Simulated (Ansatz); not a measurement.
**C2H4BN: vertical ionisation energy**

Aim: the vertical ionisation energy of C2H4BN, as cation minus neutral at the neutral's geometry, on several levels, and how well −ε(HOMO) stands in for it.

Program: Ansatz 0.2.0, Gaussian basis. Level of theory: unrestricted cation, the program's frozen cores in correlated methods. These are calculated values, not measurements.

The runs, in order: UKS PBE-D4/def2-TZVPP; UKS r2SCAN-D4/def2-TZVPP; UKS PBE0-D4/def2-TZVPP; UKS B3LYP-D4/def2-TZVPP; UKS wB97X-V/def2-TZVPP; UKS wB97M-V/def2-TZVPP; UKS B2PLYP/def2-TZVPP; UHF-CCSD(T)/def2-TZVPP; UHF-MP2/def2-QZVPP; extrapolation to the limit; then −ε(HOMO) from the neutral's earlier runs with LDA (SPW92), PBE-D4, revPBE-D4, BLYP-D4, r2SCAN-D4, B97M-V, PBE0-D4, B3LYP-D4, r2SCANh-D4, r2SCAN0-D4, HSE06-D4, BHLYP-D4, CAM-B3LYP-D4, LC-ωPBE, ωB97X-V, ωB97M-V.

### 1 The relaxed structure

An earlier PBE0-D4 in a triple-zeta def2 set relaxation fixed the geometry.

SMILES `CBC#N`, 8 atoms, charge 0, spin multiplicity 1.

Atoms are counted from 1 here; the program's logs count them from 0.

Bond lengths: C1–B2 1.547 Å, C1–H5 1.098 Å, C1–H6 1.089 Å, C1–H7 1.098 Å, B2–C3 1.537 Å, B2–H8 1.193 Å, C3–N4 1.153 Å. Angles: B2–C1–H5 109.5°, B2–C1–H6 114.6°, B2–C1–H7 109.6°, H5–C1–H6 109.2°, H5–C1–H7 104.2°, H6–C1–H7 109.2°, C1–B2–C3 119.6°, C1–B2–H8 124.2°, C3–B2–H8 116.2°, B2–C3–N4 179.9°.

### 2 Cation, UKS PBE-D4/def2-TZVPP

Input file in.yaml:

```yaml
crystal:
  periodic: [false, false, false]
  atoms:
    - {symbol: C, position_ang: [-0.712239, 0.690618, -0.242096]}
    - {symbol: B, position_ang: [-0.017537, -0.506960, 0.447712]}
    - {symbol: C, position_ang: [1.412660, -0.893276, 0.039759]}
    - {symbol: N, position_ang: [2.486105, -1.185124, -0.264617]}
    - {symbol: H, position_ang: [-0.733763, 0.527333, -1.327239]}
    - {symbol: H, position_ang: [-1.722563, 0.892878, 0.109051]}
    - {symbol: H, position_ang: [-0.099678, 1.592669, -0.116848]}
    - {symbol: H, position_ang: [-0.520684, -1.175238, 1.298476]}
basis:
  gaussian: {orbitals: def2-TZVPP}
total_charge: 1
magnetization: {spin_polarized: true, initial_magnetization: 1}
hamiltonian: {xc: pbe, dispersion: d4}
```

The runs that follow: Cation, UKS r2SCAN-D4/def2-TZVPP; Cation, UKS PBE0-D4/def2-TZVPP; Cation, UKS B3LYP-D4/def2-TZVPP; Cation, UKS wB97X-V/def2-TZVPP; Cation, UKS wB97M-V/def2-TZVPP; Cation, UKS B2PLYP (frozen core)/def2-TZVPP; Cation, UHF-CCSD(T)/def2-TZVPP; Cation, UHF-MP2/def2-QZVPP.

**Question.** What will the summary of the whole plan be? Wanted: ionisation energy, CCSD(T)/def2-TZVPP; nearest functional by difference; nearest −ε(HOMO); −ε(HOMO) of PBE; T1 of the cation.

The runs gave:

| quantity | value |
| --- | --- |
| ionisation energy, CCSD(T)/def2-TZVPP | 12.26 eV |
| nearest functional by difference | B2PLYP (-0.19 eV) |
| nearest −ε(HOMO) | LC-ωPBE (+0.04 eV) |
| −ε(HOMO) of PBE | 8.07 eV |
| T1 of the cation | 0.062 |

**Reading.** Energy differences with functionals land within 0.81 eV of the reference. −ε(HOMO) of PBE misses by 4.2 eV, since self-interaction lifts the level. Among orbital estimates LC-ωPBE comes nearest. Hartree-Fock falls 1.29 eV short, as the neutral has more correlation energy than the cation. The cation's T1 (from the report) is 0.062, above the customary mark of 0.045 for open shells, so the coupled-cluster value is less safe.
